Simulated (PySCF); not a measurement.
**The bond of SnP+, level by level**

An exercise on one series of results from a longer session: the logs are not shown, and one member is left open.

Method: Sn def2-SVPD with ECP28, P def2-SVPD, scalar-relativistic core potentials; program: PySCF 2.14.0.

The first run:

A driver script around PySCF takes these settings:

```json
{
  "atoms": "Sn, P",
  "charge": "1",
  "basis": "Sn def2-SVPD with ECP28, P def2-SVPD",
  "Hamiltonian": "scalar-relativistic core potentials",
  "basis functions": "56",
  "electrons treated": "36",
  "masses in u": "119.9022, 30.9738",
  "levels": "PBE0, PBE, r²SCAN, PW91, TPSS, BHandHLYP, ωB97X, HF, MP2, SCS-MP2",
  "grid": "80 radial by 434 angular points",
  "occupations": "held fixed by the projection of orbital angular momentum",
  "dissociation limit": "Sn+ + P, each in its ground configuration",
  "starting distance in angstrom": "2.515",
  "values of 2S to try": "0, 2, 4"
}
```

Started as:

```bash
> OMP_NUM_THREADS=1 python dia.py task.json out
```

Among the steps run: The job; The PBE0 curve of the state that the search chose; Excited determinants; PBE; r²SCAN (meta-GGA); PW91 (GGA); TPSS; BHandHLYP; ωB97X (range-separated hybrid); UHF (mean field).

One table of the session follows, with a row left open; its other results are not shown here.

Energy (eV) from each level's lowest point:

```
R (Å)    UHF  UHF-MP2  UHF-SCS-MP2    PBE   PW91
2.285  0.428    0.429        0.449  0.493  0.486
2.387      ?        ?            ?      ?      ?
2.463  0.029    0.029        0.036  0.049  0.048
2.539  0.000    0.000        0.000  0.000  0.000
2.615  0.026    0.029        0.021  0.008  0.010
2.717  0.120    0.132        0.115  0.085  0.088
2.844  0.283    0.351        0.328  0.254  0.258
2.996  0.449    0.679        0.660  0.517  0.523
```

Q: Estimate the row for R (Å) = 2.387 from the others.

Worked estimate for «UHF». A straight line through the neighbours (2.285, 0.428) and (2.463, 0.029) gives 0.428 + (0.029 − 0.428) × (2.387 − 2.285) / (2.463 − 2.285) = 0.199; a parabola fitted to 3 rows on both sides gives 0.143.

As computed: UHF: 0.133; UHF-MP2: 0.133; UHF-SCS-MP2: 0.145; PBE: 0.173; PW91: 0.170. In «UHF» the line misses by +0.066 and the parabola by +0.010.

State 3 has its PBE0 minimum 0.67 eV higher. The other levels ran on the lowest alone.
